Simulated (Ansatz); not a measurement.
# Fe2O: the cost of one run

Computed with Ansatz 0.2.0 (the levels named in each step, unless a step's input says otherwise).

### 1 The starting structure

Bond lengths: Fe1–O2 1.874 Å, Fe1–Fe3 2.845 Å, O2–Fe3 1.874 Å. Angles: Fe1–O2–Fe3 98.8°, O2–Fe1–Fe3 40.6°, Fe1–Fe3–O2 40.6°.

Coordinates:

```xyz
3

Fe   -1.4093   -0.2475   -0.0011
O    -0.0712    1.0648   -0.0018
Fe    1.4297   -0.0576    0.0016
```

### 2 A rough first relaxation, PBE-D4/def2-SVPD

input.yaml

```yaml
crystal:
  periodic: [false, false, false]
  atoms:
    - { symbol: Fe, position_ang: [-1.40932, -0.2475, -0.00106] }
    - { symbol: O, position_ang: [-0.07122, 1.06484, -0.00179] }
    - { symbol: Fe, position_ang: [1.42972, -0.05758, 0.00157] }
magnetization:
  spin_polarized: true
  initial_magnetization: 8
basis:
  gaussian: { orbitals: def2-SVPD }
hamiltonian:
  xc: pbe
  dispersion: d4
relax:
  f_tol: 0.03
  max_steps: 200
```

On the command line:

```console
$ ansatz run input.yaml --threads 4 --pin off --max-ram 10240MiB --backend cpu --events-out ev --progress --plain --runs-dir out
```

What time and memory should one allow on 4 threads of Intel Xeon at 2.50GHz (Skylake/Cascade Lake), shared host?

About 3.8 min, with a peak of 0.27 GiB.
